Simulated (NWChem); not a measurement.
**C2H8OSi2 (SMILES C=C[SiH2]O[SiH3]) at 3 levels**

Aim: a comparison of 3 runs (HF/STO-3G, HF/3-21G, B3LYP/6-31G*) of C2H8OSi2. 

The results are computed with NWChem 7.3.0.

## Step 1: The structure to begin with

The species is C2H8OSi2 (13 atoms), meant as a singlet with charge 0. As SMILES, `C=C[SiH2]O[SiH3]`. The coordinates come from a PBE0-D4/def2-TZVP relaxation. This is one conformer, not always the lowest.

Bond lengths: C1–C2 1.330 Å, C2–Si3 1.853 Å, Si3–O4 1.636 Å, O4–Si5 1.633 Å, C1–H6 1.086 Å, C1–H7 1.086 Å, C2–H8 1.090 Å, Si3–H9 1.490 Å, Si3–H10 1.486 Å, Si5–H11 1.484 Å, Si5–H12 1.487 Å, Si5–H13 1.486 Å. Some angles: C1–C2–Si3 123.1°, C2–Si3–O4 109.7°, Si3–O4–Si5 145.9°, C1–C2–H8 118.3°, Si3–C2–H8 118.6°, C2–C1–H6 122.3°, C2–C1–H7 121.6°, C2–Si3–H9 110.0°, C2–Si3–H10 110.6°, O4–Si3–H9 109.7°.

## Step 2: Energy and gradient at HF/STO-3G (run 1)

Contents of run.py:

```python
from ase import Atoms
from ase.calculators.nwchem import NWChem

system = Atoms(['C', 'C', 'Si', 'O', 'Si', 'H', 'H', 'H', 'H', 'H', 'H', 'H', 'H'], positions=[
    [0.341300, 1.849600, -1.000900],
    [-0.128000, 0.804400, -1.676300],
    [-0.734600, -0.742100, -0.855000],
    [-0.577400, -0.604100, 0.767400],
    [0.364600, -0.912100, 2.065100],
    [0.696200, 2.748600, -1.496900],
    [0.387700, 1.851700, 0.084400],
    [-0.154600, 0.861300, -2.764200],
    [0.046300, -1.915400, -1.337300],
    [-2.169000, -0.971600, -1.166800],
    [-0.483700, -1.432600, 3.165400],
    [1.406900, -1.915900, 1.722700],
    [1.024800, 0.343700, 2.507300],
])

calc = NWChem(
    label='geom',
    theory='scf',
    memory='2200 mb',
    basis='STO-3G',
    basispar='spherical bse',
    scf={'nopen': '0', 'rhf': None, 'thresh': '1e-08', 'maxiter': '80'},
)
system.calc = calc

forces = system.get_forces()
print(f"energy = {system.get_potential_energy():.6f} eV")
print("forces (eV/A):")
for s, f in zip(system.symbols, forces):
    print(f"{s:2s} {f[0]:10.5f} {f[1]:10.5f} {f[2]:10.5f}")
print("dipole (e A):", system.get_dipole_moment().round(4))
```

Command:

```sh
$ export ASE_NWCHEM_COMMAND="nwchem PREFIX.nwi > PREFIX.nwo"
$ python run.py
```

Standard output:

```text
energy = -19715.009687 eV
forces (eV/A):
C    -0.60164   -1.29856   -0.96694
C     0.54903    1.23624    0.62992
Si   -0.25125   -1.65301    0.01599
O    -0.40788    0.17530   -0.04577
Si    0.81309   -0.27254    0.49730
H    -0.03080   -0.07929    0.17298
H     0.03533    0.09626   -0.16393
H     0.02314    0.00555    0.30210
H    -0.85217    1.29676    0.38186
H     1.54251    0.28298    0.28863
H     0.93259    0.54471   -1.16615
H    -1.07359    1.06834    0.47905
H    -0.67826   -1.40269   -0.42500
dipole (e A): [ 0.0821 -0.0681 -0.0507]
```

The calculator wrote geom.nwi:

```
title "geom"

permanent_dir geom

scratch_dir geom

start geom

geometry units angstrom nocenter noautosym noautoz
  C  3.4129999999999999e-01 1.8495999999999999e+00 -1.0008999999999999e+00
  C  -1.2800000000000000e-01 8.0440000000000000e-01 -1.6762999999999999e+00
  Si -7.3460000000000003e-01 -7.4209999999999998e-01 -8.5499999999999998e-01
  O  -5.7740000000000002e-01 -6.0409999999999997e-01 7.6739999999999997e-01
  Si 3.6459999999999998e-01 -9.1210000000000002e-01 2.0651000000000002e+00
  H  6.9620000000000004e-01 2.7486000000000002e+00 -1.4968999999999999e+00
  H  3.8769999999999999e-01 1.8516999999999999e+00 8.4400000000000003e-02
  H  -1.5459999999999999e-01 8.6129999999999995e-01 -2.7642000000000002e+00
  H  4.6300000000000001e-02 -1.9154000000000000e+00 -1.3372999999999999e+00
  H  -2.1690000000000000e+00 -9.7160000000000002e-01 -1.1668000000000001e+00
  H  -4.8370000000000002e-01 -1.4326000000000001e+00 3.1654000000000000e+00
  H  1.4069000000000000e+00 -1.9158999999999999e+00 1.7226999999999999e+00
  H  1.0247999999999999e+00 3.4370000000000001e-01 2.5072999999999999e+00
end

memory 2200 mb

basis spherical bse noprint
   * library STO-3G
end

scf
  nopen 0
  rhf
  thresh 1e-08
  maxiter 80
end

task scf gradient
```

geom.nwo:

```text
Northwest Computational Chemistry Package (NWChem) 7.3.0
             --------------------------------------------------------

           Job information
           ---------------

    nwchem branch   = 7.3.0
    use scalapack   = T
    input           = geom.nwi
    prefix          = geom.
    data base       = geom/geom.db
    status          = startup
    nproc           =        1

           Memory information
           ------------------

    heap     =     72089596 doubles =      550.0 Mbytes
    stack    =     72089601 doubles =      550.0 Mbytes
    global   =    144179200 doubles =     1100.0 Mbytes (distinct from heap & stack)
    total    =    288358397 doubles =     2200.0 Mbytes
    verify   = yes
    hardfail = no

           Directory information
           ---------------------

  0 permanent = geom
  0 scratch   = geom

                                NWChem Input Module
                                -------------------

                                       geom
                                       ----

[... 131 lines left out ...]
 Convergence threshold     :          1.000E-08
[... 13 lines left out ...]
       Final RHF  results
[... 3 lines left out ...]
      One-electron energy =  -1569.031951477219
[... 1 line left out ...]
 Nuclear repulsion energy =    282.632778541727
[... 46 lines left out ...]
                       ROHF Final Molecular Orbital Analysis
[... 230 lines left out ...]
     1   1 0 0      0.155212      0.000000    -14.673344
[... 8 lines of this table left out ...]
     2   0 0 2    -31.284908      0.000000    463.644254

                              NWChem Gradients Module
                              -----------------------

                                       geom

  wavefunction    =   RHF

                         RHF ENERGY GRADIENTS

    atom               coordinates                        gradient
                 x          y          z           x          y          z
   1 C       0.644963   3.495237  -1.891427    0.011700   0.025253   0.018804
   2 C      -0.241885   1.520096  -3.167748   -0.010677  -0.024041  -0.012250
   3 Si     -1.388193  -1.402366  -1.615716    0.004886   0.032146  -0.000311
[... 9 lines of this table left out ...]
  13 H       1.936591   0.649499   4.738110    0.013190   0.027278   0.008265

                 ----------------------------------------
                 |  Time  |  1-e(secs)   |  2-e(secs)   |
                 ----------------------------------------
                 |  CPU   |       0.00   |       0.59   |
                 ----------------------------------------
                 |  WALL  |       0.00   |       0.59   |
                 ----------------------------------------

 Task  times  cpu:        4.6s     wall:        4.6s
 Total times  cpu:        4.6s     wall:        4.6s
```

It took 5.7 s on 1 thread of Intel Xeon Platinum 8488C (Sapphire Rapids), shared host; peak memory 0.1 GiB.

## Step 3: Energy and forces at HF/3-21G (run 2)

Contents of mymol.nw:

```
start mymol
title "C2H8OSi2"
memory stack 880 mb heap 220 mb global 1100 mb
geometry noautosym nocenter noautoz
   C     0.341300    1.849600   -1.000900
   C    -0.128000    0.804400   -1.676300
   Si   -0.734600   -0.742100   -0.855000
   O    -0.577400   -0.604100    0.767400
   Si    0.364600   -0.912100    2.065100
   H     0.696200    2.748600   -1.496900
   H     0.387700    1.851700    0.084400
   H    -0.154600    0.861300   -2.764200
   H     0.046300   -1.915400   -1.337300
   H    -2.169000   -0.971600   -1.166800
   H    -0.483700   -1.432600    3.165400
   H     1.406900   -1.915900    1.722700
   H     1.024800    0.343700    2.507300
end
basis spherical bse
   C library 3-21G
   Si library 3-21G
   O library 3-21G
   H library 3-21G
end
scf
   thresh 1e-08
   maxiter 80
   noprint "final vectors analysis"
end
task scf gradient
```

Command:

```sh
$ nwchem mymol.nw > mymol.out
```

Standard output:

```text
[...]
  functions       =    69
[...]
  wavefunction    = RHF
[...]
         Total SCF energy =   -729.256842976534
      One-electron energy =  -1569.983333178654
      Two-electron energy =    558.093711660391
 Nuclear repulsion energy =    282.632778541728
        Time for solution =      4.4s
[...]
                         RHF ENERGY GRADIENTS
    atom               coordinates                        gradient
                 x          y          z           x          y          z
   1 C       0.644963   3.495237  -1.891427    0.001207   0.002222   0.001618
   2 C      -0.241885   1.520096  -3.167748   -0.009632  -0.021108   0.009515
   3 Si     -1.388193  -1.402366  -1.615716    0.018227   0.009406   0.011876
   4 O      -1.091128  -1.141583   1.450176   -0.002639   0.001154   0.003174
   5 Si      0.688994  -1.723619   3.902473   -0.002614  -0.001076  -0.021882
   6 H       1.315627   5.194101  -2.828731    0.002802   0.006872  -0.004360
   7 H       0.732647   3.499206   0.159493    0.000262  -0.000766   0.008898
   8 H      -0.292152   1.627621  -5.223581   -0.000228   0.000532  -0.007657
   9 H       0.087494  -3.619581  -2.527131   -0.000947   0.000084   0.000525
  10 H      -4.098816  -1.836058  -2.204932   -0.000939   0.000275   0.002065
  11 H      -0.914060  -2.707221   5.981739   -0.002747   0.000565  -0.001448
[...]
```

Wall time 6 s (1 thread of Intel Xeon Platinum 8488C (Sapphire Rapids), shared host); peak memory 0.1 GiB.

## Step 4: Energy and forces at B3LYP/6-31G(d) (Cartesian functions) (run 3)

Contents of test.nw:

```
start test
title "C2H8OSi2"
memory total 2200 mb
charge 0

geometry noautosym nocenter noautoz
  C        0.341300       1.849600      -1.000900
  C       -0.128000       0.804400      -1.676300
  Si      -0.734600      -0.742100      -0.855000
  O       -0.577400      -0.604100       0.767400
  Si       0.364600      -0.912100       2.065100
  H        0.696200       2.748600      -1.496900
  H        0.387700       1.851700       0.084400
  H       -0.154600       0.861300      -2.764200
  H        0.046300      -1.915400      -1.337300
  H       -2.169000      -0.971600      -1.166800
  H       -0.483700      -1.432600       3.165400
  H        1.406900      -1.915900       1.722700
  H        1.024800       0.343700       2.507300
end

basis cartesian
  * library 6-31G*
end

dft
  xc b3lyp
  grid fine
  convergence energy 1e-08
  maxiter 100
  mulliken
end

task dft gradient
```

Command:

```sh
$ nwchem test.nw > test.out
```

Standard output:

```text
[...]
          Wavefunction type:  closed shell.
          No. of atoms     :    13
          No. of electrons :    56
[...]
          Charge           :     0
          Spin multiplicity:     1
[...]
          AO basis - number of functions:    99
[...]
              XC Information
              --------------
                         B3LYP Method XC Potential
                     Hartree-Fock (Exact) Exchange  0.200
                        Slater Exchange Functional  0.800 local
                    Becke 1988 Exchange Functional  0.720 non-local
              Lee-Yang-Parr Correlation Functional  0.810
                  VWN I RPA Correlation Functional  0.190 local
[...]
 d= 0,ls=0.0,diis     1   -735.2076047564 -1.02D+03  1.24D-02  7.99D-01     3.8
[...]
 d= 0,ls=0.0,diis    11   -735.2846861924 -1.90D-10  8.92D-08  1.75D-10    34.1
         Total DFT energy =     -735.284686192409
      One electron energy =    -1575.779746425812
           Coulomb energy =      622.244856623695
    Exchange-Corr. energy =      -64.382574932020
 Nuclear repulsion energy =      282.632778541728
[...]
      Total Density - Mulliken Population Analysis
     ---------------------------------------------
    Atom       Charge   Shell Charges
 -----------   ------   -------------------------------------------------------
    1 C    6     6.31   1.99  0.71  2.04  0.59  0.97  0.01
    2 C    6     6.26   1.99  0.70  2.06  0.59  0.92  0.00
    3 Si  14    13.36   2.00  1.99  5.96  1.01  1.77  0.16  0.25  0.22
    4 O    8     8.63   1.99  0.89  2.99  0.87  1.85  0.04
    5 Si  14    13.42   2.00  1.99  5.96  1.01  1.78  0.20  0.26  0.21
    6 H    1     0.85   0.53  0.32
    7 H    1     0.84   0.53  0.31
    8 H    1     0.85   0.53  0.33
    9 H    1     1.10   0.52  0.59
   10 H    1     1.09   0.52  0.58
[...]
  wavefunction    = closed shell
                         DFT ENERGY GRADIENTS
    atom               coordinates                        gradient
                 x          y          z           x          y          z
   1 C       0.644963   3.495237  -1.891427   -0.002759  -0.006517  -0.003414
   2 C      -0.241885   1.520096  -3.167748    0.002298   0.004897   0.005129
   3 Si     -1.388193  -1.402366  -1.615716    0.003155   0.003571   0.009816
   4 O      -1.091128  -1.141583   1.450176    0.004894  -0.002482  -0.002711
   5 Si      0.688994  -1.723619   3.902473   -0.004693   0.001473  -0.008016
   6 H       1.315627   5.194101  -2.828731   -0.000853  -0.002064   0.000148
   7 H       0.732647   3.499206   0.159493   -0.000372  -0.000867  -0.001281
   8 H      -0.292152   1.627621  -5.223581   -0.000035  -0.000241   0.002153
   9 H       0.087494  -3.619581  -2.527131   -0.000036   0.000875   0.000625
  10 H      -4.098816  -1.836058  -2.204932    0.000528   0.000477   0.000484
  11 H      -0.914060  -2.707221   5.981739   -0.000418   0.000284  -0.001087
[...]
```

Run time: 42 s. Hardware: 1 thread of Intel Xeon Platinum 8488C (Sapphire Rapids), shared host; peak memory 0.13 GiB.

## Step 5: Overview of the runs

```
run                               level  Cartesian functions  iteration cap  energy (Eh)  dipole moment (D)  HOMO energy (eV)  LUMO energy (eV)  wall time
  1                           HF/STO-3G                   no             80  -724.513249               0.57             -8.28              8.54      5.7 s
  2                            HF/3-21G                   no             80  -729.256843               1.08                 –                 –        6 s
  3  B3LYP/6-31G* (Cartesian functions)                  yes            100  -735.284686               0.82             -7.47             -0.16       42 s
```

## Step 6: Outcome

```
                       quantity          value
            run 3: total energy  -735.28469 Eh
           run 3: dipole moment         0.82 D
             run 3: HOMO energy       -7.47 eV
             run 3: LUMO energy       -0.16 eV
           run 3: HOMO–LUMO gap        7.31 eV
run 3: largest force on an atom     0.561 eV/Å
```

The dipole moment (its size) runs from 0.57 D (HF/STO-3G) to 1.08 D (HF/3-21G). In run 1 the basis is minimal, so the values are rough. All runs together took 53 s, the longest 42 s.
